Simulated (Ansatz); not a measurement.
**SnGeH6 (SMILES [GeH3][SnH3]): CCSD/def2-SVP (core potential)**

What is the energy change on altering one bond length of SnGeH6 at CCSD/def2-SVP (core potential)? 

Program for the calculation: Ansatz 0.2.0.

41 further runs of the same task are left out: 41 set aside as unsound or not needed.

**1. The molecule**

SnGeH6 has 8 atoms, charge 0, and is taken as a singlet. As SMILES, `[GeH3][SnH3]`. Geometry: relaxed at PBE0-D4/def2-TZVP.

Bond lengths: Ge1–Sn2 2.595 Å, Ge1–H3 1.538 Å, Ge1–H4 1.538 Å, Ge1–H5 1.538 Å, Sn2–H6 1.707 Å, Sn2–H7 1.707 Å, Sn2–H8 1.707 Å. Some angles: Ge1–Sn2–H6 110.4°, Ge1–Sn2–H7 110.5°, Ge1–Sn2–H8 110.4°, Sn2–Ge1–H3 110.4°, Sn2–Ge1–H4 110.4°, Sn2–Ge1–H5 110.4°, H6–Sn2–H7 108.5°, H6–Sn2–H8 108.5°, H7–Sn2–H8 108.5°, H3–Ge1–H4 108.5°.

**2. The energy at CCSD/def2-SVP (core potential)**

Input file in.yaml:

```yaml
crystal:
  periodic: [false, false, false]
  atoms:
    - {symbol: Ge, position_ang: [-0.754100, 0.285800, -1.041300]}
    - {symbol: Sn, position_ang: [0.751500, -0.290300, 0.992300]}
    - {symbol: H, position_ang: [-1.830800, 1.307300, -0.639500]}
    - {symbol: H, position_ang: [-1.453400, -0.978600, -1.567000]}
    - {symbol: H, position_ang: [0.087500, 0.886500, -2.179300]}
    - {symbol: H, position_ang: [-0.187600, -0.932800, 2.265200]}
    - {symbol: H, position_ang: [1.931000, -1.444200, 0.553800]}
    - {symbol: H, position_ang: [1.547900, 1.109100, 1.560100]}
basis:
  gaussian: {orbitals: def2-SVP}
correlation: {method: ccsd, frozen_orbitals: {Ge: 9, H: 0, Sn: 4}}
accuracy: high
scf: {omitted_lower_state_checks: [cluster_reference, increment]}
```

On the command line:

```
$ ansatz run in.yaml --threads 1 --pin off --max-ram 3480MiB --events-out events.jsonl --progress --plain --runs-dir runs
```

The program printed:

```text
Warning: RAYON_NUM_THREADS=1 ignored (pool sized by the plan → 1); use --threads N
Functional definition: HF
  name "HF"
  exchange = exact_x
  correlation = 0
these checks for a lower state are left out or cut short: cluster_reference, increment
2024 factors; integrals over basis functions are off by at most 1.1e-8 eV
mean field evaluation 1: about -62365.3287 eV, gradient 1.2e1 eV
mean field evaluation 2: about -62365.3764 eV, gradient 1.2e1 eV
mean field evaluation 4: about -62366.2000 eV, gradient 1.9e0 eV
mean field evaluation 8: about -62366.2067 eV, gradient 2.7e-4 eV
mean field -62366.20674724 eV, -2291.9158246279 hartree, gradient 3.1e-8 eV, S^2 0.000000; 0 other end points of the search recorded, 0 dependent functions left out
13 core orbitals not correlated: weight in the atoms' cores, before any rotation towards them, 1.000 or more for the frozen orbitals, at most 0.000 for the correlated occupied ones
reference -62366.20674724 eV, -2291.9158246279 hartree; 17, 17 occupied and 58, 58 virtual orbitals, 2024 factors
second order -9.84009869 eV of doubles, -0.00000000 eV of singles
cycle   1  -10.31320734 eV  change   -4.7e-1 eV  update   8.8e-2
cycle   2  -10.77756316 eV  change   -4.6e-1 eV  update   2.9e-2
cycle   3  -10.81541348 eV  change   -3.8e-2 eV  update   1.1e-2
cycle   4  -10.81401523 eV  change    1.4e-3 eV  update   2.8e-3
cycle   5  -10.81368367 eV  change    3.3e-4 eV  update   6.8e-4
cycle   6  -10.81326281 eV  change    4.2e-4 eV  update   2.0e-4
cycle   7  -10.81321953 eV  change    4.3e-5 eV  update   4.6e-5
cycle   8  -10.81323001 eV  change   -1.0e-5 eV  update   1.2e-5
cycle   9  -10.81323451 eV  change   -4.5e-6 eV  update   3.5e-6
cycle  10  -10.81323326 eV  change    1.3e-6 eV  update   1.1e-6
cycle  11  -10.81323387 eV  change   -6.1e-7 eV  update   3.7e-7
cycle  12  -10.81323401 eV  change   -1.4e-7 eV  update   1.1e-7
cycle  13  -10.81323399 eV  change    1.9e-8 eV  update   4.3e-8
cycle  14  -10.81323399 eV  change    2.4e-9 eV  update   2.4e-8
cycle  15  -10.81323405 eV  change   -6.2e-8 eV  update   1.2e-7
cycle  16  -10.81323401 eV  change    4.4e-8 eV  update   3.2e-8
cycle  17  -10.81323402 eV  change   -9.7e-9 eV  update   8.9e-9
cycle  18  -10.81323401 eV  change    4.3e-9 eV  update   2.9e-9
cycle  19  -10.81323401 eV  change   -1.6e-9 eV  update  8.5e-10
Total energy: -62377.01998126 eV, -2292.3132036485 hartree
Checks for a lower state left out: cluster_reference, increment
```

Run time: 15 s. Hardware: 1 thread of Arm Neoverse V2, shared host; peak memory 0.51 GiB.

**3. The distorted shape**

Input file run.yaml:

```yaml
crystal:
  periodic: [false, false, false]
  atoms:
    - {symbol: Ge, position_ang: [-1.006600, 0.105576, -0.699873]}
    - {symbol: Sn, position_ang: [0.499000, -0.470524, 1.333727]}
    - {symbol: H, position_ang: [-2.083300, 1.127076, -0.298073]}
    - {symbol: H, position_ang: [-1.705900, -1.158824, -1.225573]}
    - {symbol: H, position_ang: [0.087500, 0.886500, -2.179300]}
    - {symbol: H, position_ang: [-0.440100, -1.113024, 2.606627]}
    - {symbol: H, position_ang: [1.678500, -1.624424, 0.895227]}
    - {symbol: H, position_ang: [1.295400, 0.928876, 1.901527]}
basis:
  gaussian:
    orbitals: def2-SVP
correlation:
  method: ccsd
  frozen_orbitals: {Ge: 9, H: 0, Sn: 4}
accuracy: high
scf:
  omitted_lower_state_checks: [cluster_reference, increment]
```

On the command line:

```
$ ansatz run run.yaml --threads 1 --pin off --max-ram 3480MiB --events-out events.jsonl --progress --plain --runs-dir runs
```

The program printed:

```text
Warning: RAYON_NUM_THREADS=1 ignored (pool sized by the plan → 1); use --threads N
[... 4 set-up lines as earlier in the session ...]
these checks for a lower state are left out or cut short: cluster_reference, increment
2013 factors; integrals over basis functions are off by at most 9.2e-9 eV
mean field evaluation 1: about -62364.2350 eV, gradient 1.2e1 eV
mean field evaluation 2: about -62364.2807 eV, gradient 1.2e1 eV
mean field evaluation 4: about -62365.1143 eV, gradient 2.1e0 eV
mean field evaluation 8: about -62365.1225 eV, gradient 3.1e-4 eV
mean field -62365.12247071 eV, -2291.8759782003 hartree, gradient 3.7e-8 eV, S^2 0.000000; 0 other end points of the search recorded, 0 dependent functions left out
13 core orbitals not correlated: weight in the atoms' cores, before any rotation towards them, 1.000 or more for the frozen orbitals, at most 0.000 for the correlated occupied ones
reference -62365.12247071 eV, -2291.8759782003 hartree; 17, 17 occupied and 58, 58 virtual orbitals, 2013 factors
second order -9.83215388 eV of doubles, -0.00000000 eV of singles
cycle   1  -10.33607018 eV  change   -5.0e-1 eV  update   9.4e-2
cycle   2  -10.84627117 eV  change   -5.1e-1 eV  update   3.4e-2
cycle   3  -10.88931331 eV  change   -4.3e-2 eV  update   1.3e-2
cycle   4  -10.88888772 eV  change    4.3e-4 eV  update   3.6e-3
cycle   5  -10.88836309 eV  change    5.2e-4 eV  update   9.0e-4
cycle   6  -10.88787219 eV  change    4.9e-4 eV  update   2.9e-4
cycle   7  -10.88785603 eV  change    1.6e-5 eV  update   7.2e-5
cycle   8  -10.88788104 eV  change   -2.5e-5 eV  update   2.2e-5
cycle   9  -10.88789008 eV  change   -9.0e-6 eV  update   7.5e-6
cycle  10  -10.88788754 eV  change    2.5e-6 eV  update   2.5e-6
cycle  11  -10.88788847 eV  change   -9.4e-7 eV  update   9.5e-7
cycle  12  -10.88788845 eV  change    2.6e-8 eV  update   3.4e-7
cycle  13  -10.88788862 eV  change   -1.7e-7 eV  update   1.2e-7
cycle  14  -10.88788864 eV  change   -1.8e-8 eV  update   5.2e-8
cycle  15  -10.88788866 eV  change   -1.4e-8 eV  update   3.3e-8
cycle  16  -10.88788897 eV  change   -3.1e-7 eV  update   1.1e-7
cycle  17  -10.88788893 eV  change    4.0e-8 eV  update   2.9e-8
cycle  18  -10.88788894 eV  change   -7.9e-9 eV  update   8.7e-9
cycle  19  -10.88788893 eV  change    1.0e-8 eV  update   3.1e-9
cycle  20  -10.88788893 eV  change   7.5e-10 eV  update  9.3e-10
Total energy: -62376.01035964 eV, -2292.2761007382 hartree
Checks for a lower state left out: cluster_reference, increment
```

Run time: 15 s. Hardware: 1 thread of Arm Neoverse V2, shared host; peak memory 0.51 GiB.

**4. Summary of results**

At CCSD/def2-SVP (core potential), 13 core orbitals frozen:

| quantity | value |
| --- | --- |
| first shape: total energy | -2292.31320 Eh |
| first shape: correlation energy (13 core orbitals frozen) | -397.4 mEh |
| first shape: T1 diagnostic | 0.009 |
| distorted shape: total energy | -2292.27610 Eh |
| distorted shape: correlation energy (13 core orbitals frozen) | -400.1 mEh |
| distorted shape: T1 diagnostic | 0.011 |
| energy change with the Ge1–H5 bond stretched from 1.538 to 1.999 Å | 1.010 eV |

**Reading.** With the Ge1–H5 bond stretched from 1.538 to 1.999 Å the energy rises by 1.01 eV (23 kcal/mol). The first shape isn't relaxed at this level, so the change isn't measured from a minimum.
